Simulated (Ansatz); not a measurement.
# Cl2HOSn radical: a ladder of functionals and wavefunction methods

How much do the methods differ for Cl2HOSn radical? The plan is to run it at one geometry with functionals of several rungs and with coupled cluster. The yardstick is the atomisation energy at the CCSD(T) limit.

The runs use Ansatz 0.2.0, Gaussian basis; functionals in def2-TZVPP, the program's frozen cores in correlated methods.

Levels to be run: LDA (SPW92), PBE-D4, revPBE-D4, BLYP-D4, r2SCAN-D4, B97M-V, PBE0-D4, B3LYP-D4, r2SCANh-D4, r2SCAN0-D4, HSE06-D4, BHLYP-D4, CAM-B3LYP-D4, LC-ωPBE, ωB97X-V, ωB97M-V, B2PLYP, PBE-QIDH; CCSD(T)/def2-SVP; CCSD(T)/def2-TZVPP; MP2/def2-QZVPP; extrapolation to the limit; RPA on PBE.

## (1) The geometry

An earlier PBE0-D4 in a triple-zeta def2 set relaxation fixed the geometry. Sn takes the def2 core potential; no spin-orbit term is included.

SMILES `[OH][Sn]([Cl])[Cl]`, 5 atoms, charge 0, spin multiplicity 2.

Atoms are counted from 1 here; the program's logs count them from 0.

Bond lengths: O1–Sn2 1.961 Å, O1–H5 0.963 Å, Sn2–Cl3 2.330 Å, Sn2–Cl4 2.347 Å. Angles: Sn2–O1–H5 112.2°, O1–Sn2–Cl3 104.8°, O1–Sn2–Cl4 106.4°, Cl3–Sn2–Cl4 109.7°.

Geometry (Å):

```
atom    x (Å)    y (Å)    z (Å)
  O1   0.2370   1.3622   0.3652
 Sn2   0.5888  -0.4354  -0.3352
 Cl3   0.9466  -1.7508   1.5546
 Cl4  -1.3789  -1.1205  -1.4147
  H5  -0.3435   1.8709  -0.2113
```

## (2) LDA

This LDA is Slater exchange with PW92 correlation.

in.yaml

```yaml
crystal:
  periodic: [false, false, false]
  atoms:
    - {symbol: O, position_ang: [0.237040, 1.362180, 0.365228]}
    - {symbol: Sn, position_ang: [0.588827, -0.435376, -0.335210]}
    - {symbol: Cl, position_ang: [0.946603, -1.750757, 1.554569]}
    - {symbol: Cl, position_ang: [-1.378926, -1.120550, -1.414686]}
    - {symbol: H, position_ang: [-0.343545, 1.870903, -0.211301]}
basis:
  gaussian: {orbitals: def2-TZVPP}
magnetization: {spin_polarized: true, initial_magnetization: 1}
hamiltonian: {xc: lda}
output: {orbitals: {seedname: orbitals}}
```

On the command line:

```sh
> ansatz run in.yaml --threads 2 --pin off --events-out ev --progress --plain --max-ram 32768MiB --backend cpu
```

After this run come: PBE-D4 (GGA); revPBE-D4 (GGA); BLYP-D4 (GGA); r2SCAN-D4 (meta-GGA); B97M-V (meta-GGA); PBE0-D4 (hybrid); B3LYP-D4 (hybrid); r2SCANh-D4 (hybrid); r2SCAN0-D4 (hybrid); HSE06-D4 (hybrid); BHLYP-D4 (hybrid); CAM-B3LYP-D4 (range-separated); LC-ωPBE (range-separated); ωB97X-V (range-separated); ωB97M-V (range-separated); B2PLYP (double hybrid); PBE-QIDH (double hybrid); CCSD(T) in def2-SVP; CCSD(T) in def2-TZVPP; MP2 in def2-QZVPP; RPA on PBE orbitals.

Q: Predict the results of all the runs planned. Wanted: atomisation energy, CCSD(T)/CBS; farthest beyond LDA; mean size of error, GGA; mean size of error, meta-GGA; mean size of error, hybrid; mean size of error, range-separated; mean size of error, double hybrid; gap, smallest and largest; T1 diagnostic.

The runs gave:

| quantity | value |
| --- | --- |
| atomisation energy, CCSD(T)/CBS | 1437.1 kJ/mol |
| functionals within 14.4 kJ/mol (1.0 %) | BLYP-D4, r2SCAN-D4, r2SCANh-D4, ωB97X-V, ωB97M-V |
| farthest beyond LDA | BHLYP-D4 (-107.3 kJ/mol) |
| mean size of error, GGA | 21.8 kJ/mol |
| mean size of error, meta-GGA | 17.5 kJ/mol |
| mean size of error, hybrid | 40.9 kJ/mol |
| mean size of error, range-separated | 23.8 kJ/mol |
| mean size of error, double hybrid | 44.7 kJ/mol |
| gap, smallest and largest | 0.59 eV (LDA (SPW92)), 7.49 eV (LC-ωPBE) |
| T1 diagnostic | 0.0168 |
| triples share of the correlation energy | 3.7 % |

What this shows: LDA overbinds by 264.9 kJ/mol (18 %). PBE-D4 is off by +39.8 kJ/mol. Double hybrids carry the basis error of their MP2 part in triple zeta, and no dispersion term here, so their miss is partly the set-up's. By mean error the best rung here is meta-GGA (17.5 kJ/mol) and the worst beyond LDA is double hybrid (44.7 kJ/mol). The gap between the best rungs is small, so their order is not settled. Misses under about 14.4 kJ/mol are within the doubt on the reference itself, which lacks core-valence correlation, spin-orbit coupling and higher excitations, and its outer-core shells are covered unevenly. All levels share the lack of spin-orbit coupling, which lowers the free heavy atoms and so the true binding. Hartree-Fock recovers 64 % of the binding; the rest is correlation. CCSD(T) in def2-SVP is off by -189.9 kJ/mol, which most functionals beat. The gap grows from 0.6 to 7.5 eV across the functionals, mostly with the share of exact exchange. Correlated methods include outer-core shells of Sn, which these sets cover unevenly.
